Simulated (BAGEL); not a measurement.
# C2H5PSi (SMILES [SiH3]C1=CP1) at HF/cc-pVDZ (density fitting with qzvpp-jkfit)

Aim: the energy change on altering one bond length of C2H5PSi at HF/cc-pVDZ (density fitting with qzvpp-jkfit), from 2 runs. 

The results are computed with BAGEL 1.2.2.

## Step 1: The structure to begin with

C2H5PSi: 9 atoms, total charge 0, spin state singlet. SMILES: `[SiH3]C1=CP1`. The coordinates come from a GFN2-xTB relaxation.

Bond lengths: Si1–C2 1.867 Å, C2–C3 1.309 Å, C2–P4 1.871 Å, C3–P4 1.828 Å, Si1–H5 1.464 Å, Si1–H6 1.463 Å, Si1–H7 1.462 Å, C3–H8 1.067 Å, P4–H9 1.422 Å. Some angles: Si1–C2–C3 148.9°, Si1–C2–P4 143.6°, C3–C2–P4 67.5°, C2–C3–P4 71.1°, C2–P4–C3 41.4°, C2–Si1–H5 107.7°, C2–Si1–H6 107.4°, C2–Si1–H7 107.9°, C2–C3–H8 145.7°, P4–C3–H8 143.2°.

## Step 2: The energy at HF/cc-pVDZ (density fitting with qzvpp-jkfit)

job.json

```json
{ "bagel": [

{
  "title": "molecule",
  "basis": "cc-pvdz.json",
  "df_basis": "qzvpp-jkfit",
  "angstrom": true,
  "geometry": [
    { "atom": "Si", "xyz": [   -0.082330,    1.204430,   -0.958740 ] },
    { "atom": "C", "xyz": [    0.188920,   -0.282160,    0.137910 ] },
    { "atom": "C", "xyz": [    0.138450,   -1.580360,    0.298580 ] },
    { "atom": "P", "xyz": [    0.766930,   -0.816020,    1.835730 ] },
    { "atom": "H", "xyz": [   -0.615400,    0.723730,   -2.234730 ] },
    { "atom": "H", "xyz": [   -1.043300,    2.077400,   -0.283250 ] },
    { "atom": "H", "xyz": [    1.205470,    1.873880,   -1.134770 ] },
    { "atom": "H", "xyz": [   -0.077210,   -2.517940,   -0.163490 ] },
    { "atom": "H", "xyz": [   -0.481530,   -0.682960,    2.502770 ] }
  ]
},
{ "title": "hf" },
{ "title": "print", "file": "orbitals.molden", "orbitals": true }

]}
```

The basis set cc-pVDZ is read from a file made from the Basis Set Exchange's data (not shown).

Run with:

```sh
$ BAGEL_NUM_THREADS=1 BAGEL job.json > job.out
```

What it wrote:

```text
* using 1 threads per process

  ===============================================================
  ===============================================================

  *** Geometry ***

  { "atom" : "Si", "xyz" : [     -0.155581,      2.276043,     -1.811756 ] },
  { "atom" : "C", "xyz" : [      0.357007,     -0.533205,      0.260612 ] },
  { "atom" : "C", "xyz" : [      0.261633,     -2.986448,      0.564234 ] },
  { "atom" : "P", "xyz" : [      1.449288,     -1.542054,      3.469027 ] },
  { "atom" : "H", "xyz" : [     -1.162937,      1.367651,     -4.223028 ] },
  { "atom" : "H", "xyz" : [     -1.971551,      3.925717,     -0.535265 ] },
  { "atom" : "H", "xyz" : [      2.278008,      3.541120,     -2.144405 ] },
  { "atom" : "H", "xyz" : [     -0.145906,     -4.758217,     -0.308951 ] },
  { "atom" : "H", "xyz" : [     -0.909960,     -1.290607,      4.729550 ] },

  Number of auxiliary basis functions:      496

  Since a DF basis is specified, we compute 2- and 3-index integrals:
    o Being stored without compression. Storage requirement is 0.031 GB

  Number of basis functions:       89
  Number of electrons      :       46

    * METHOD: MOLECULE                             0.25

  *** RHF ***

  === Nuclear Repulsion ===
   183.3534473122

      * DIIS with orbital gradients will be used.

  === RHF iteration (cc-pvdz.json) ===
      0       -708.12206152          0.01092493           0.08
      1       -708.21134861          0.00610423           0.08
      2       -708.23359534          0.00153846           0.08
      3       -708.23585761          0.00042593           0.08
      4       -708.23597149          0.00011234           0.08
      5       -708.23598480          0.00003798           0.08
      6       -708.23598668          0.00001549           0.08
      7       -708.23598716          0.00000485           0.08
      8       -708.23598720          0.00000216           0.08
      9       -708.23598721          0.00000102           0.08
     10       -708.23598721          0.00000033           0.08
     11       -708.23598721          0.00000018           0.08
     12       -708.23598721          0.00000007           0.08
     13       -708.23598721          0.00000003           0.08
     14       -708.23598721          0.00000001           0.08
     15       -708.23598721          0.00000001           0.08
    * SCF iteration converged.

    * Permanent dipole moment:
           (    0.344166,     0.047037,     0.456749) a.u.

    * METHOD: HF                                   1.49

    * METHOD: PRINT                                0.01

  ===============================================================
```

Wall time 1.9 s (1 thread of Arm Neoverse V2, shared host); peak memory 0.13 GiB.

## Step 3: The distorted shape at the same level

job.json

```json
{ "bagel" : [

{
  "title" : "molecule",
  "basis" : "cc-pvdz.json",
  "df_basis" : "qzvpp-jkfit",
  "angstrom" : "true",
  "geometry" : [
    { "atom" : "Si", "xyz" : [      -0.002382,       1.276523,      -0.767373 ] },
    { "atom" : "C", "xyz" : [       0.268868,      -0.210067,       0.329277 ] },
    { "atom" : "C", "xyz" : [       0.218398,      -1.508267,       0.489947 ] },
    { "atom" : "P", "xyz" : [       0.846878,      -0.743927,       2.027097 ] },
    { "atom" : "H", "xyz" : [      -0.615400,       0.723730,      -2.234730 ] },
    { "atom" : "H", "xyz" : [      -0.963352,       2.149493,      -0.091883 ] },
    { "atom" : "H", "xyz" : [       1.285418,       1.945973,      -0.943403 ] },
    { "atom" : "H", "xyz" : [       0.002738,      -2.445847,       0.027877 ] },
    { "atom" : "H", "xyz" : [      -0.401582,      -0.610867,       2.694137 ] }
  ]
},

{
  "title" : "hf"
},

{
  "title" : "print",
  "file" : "orbitals.molden",
  "orbitals" : "true"
}

]}
```

The basis set cc-pVDZ is read from a file made from the Basis Set Exchange's data (not shown).

Run with:

```sh
$ BAGEL_NUM_THREADS=1 BAGEL job.json > job.out
```

What it wrote:

```text
* using 1 threads per process

  ===============================================================
  ===============================================================

  *** Geometry ***

  { "atom" : "Si", "xyz" : [     -0.004501,      2.412279,     -1.450125 ] },
  { "atom" : "C", "xyz" : [      0.508087,     -0.396969,      0.622243 ] },
  { "atom" : "C", "xyz" : [      0.412712,     -2.850212,      0.925866 ] },
  { "atom" : "P", "xyz" : [      1.600367,     -1.405818,      3.830658 ] },
  { "atom" : "H", "xyz" : [     -1.162937,      1.367651,     -4.223028 ] },
  { "atom" : "H", "xyz" : [     -1.820471,      4.061953,     -0.173634 ] },
  { "atom" : "H", "xyz" : [      2.429088,      3.677356,     -1.782773 ] },
  { "atom" : "H", "xyz" : [      0.005174,     -4.621981,      0.052680 ] },
  { "atom" : "H", "xyz" : [     -0.758880,     -1.154371,      5.091181 ] },

  Number of auxiliary basis functions:      496

  Since a DF basis is specified, we compute 2- and 3-index integrals:
    o Being stored without compression. Storage requirement is 0.031 GB

  Number of basis functions:       89
  Number of electrons      :       46

    * METHOD: MOLECULE                             0.24

  *** RHF ***

  === Nuclear Repulsion ===
   182.4961390956

      * DIIS with orbital gradients will be used.

  === RHF iteration (cc-pvdz.json) ===
      0       -708.11245187          0.01083592           0.08
      1       -708.20095312          0.00608502           0.08
      2       -708.22321005          0.00151973           0.08
      3       -708.22544889          0.00042512           0.08
      4       -708.22556227          0.00011017           0.08
      5       -708.22557521          0.00003703           0.08
      6       -708.22557706          0.00001533           0.08
      7       -708.22557752          0.00000466           0.08
      8       -708.22557757          0.00000199           0.08
      9       -708.22557757          0.00000092           0.08
     10       -708.22557757          0.00000030           0.08
     11       -708.22557757          0.00000016           0.08
     12       -708.22557757          0.00000006           0.08
     13       -708.22557757          0.00000002           0.08
     14       -708.22557757          0.00000001           0.08
     15       -708.22557757          0.00000000           0.08
    * SCF iteration converged.

    * Permanent dipole moment:
           (    0.285670,     0.036241,     0.299800) a.u.

    * METHOD: HF                                   1.48

    * METHOD: PRINT                                0.01

  ===============================================================
```

Wall time 1.9 s (1 thread of Arm Neoverse V2, shared host); peak memory 0.13 GiB.

## Step 4: Results

At HF/cc-pVDZ (density fitting with qzvpp-jkfit):

| quantity | value |
| --- | --- |
| first shape: total energy | -708.23599 Eh |
| first shape: dipole moment | 1.46 D |
| first shape: HOMO energy | -9.17 eV |
| first shape: LUMO energy | 3.25 eV |
| first shape: HOMO–LUMO gap | 12.42 eV |
| distorted shape: total energy | -708.22558 Eh |
| distorted shape: dipole moment | 1.06 D |
| distorted shape: HOMO energy | -9.23 eV |
| distorted shape: LUMO energy | 3.19 eV |
| distorted shape: HOMO–LUMO gap | 12.42 eV |
| energy change with the Si1–H5 bond stretched from 1.464 to 1.684 Å | 0.283 eV |

With the Si1–H5 bond stretched from 1.464 to 1.684 Å the energy rises by 0.28 eV (27.3 kJ/mol). The first shape isn't relaxed at this level, so the change isn't measured from a minimum.
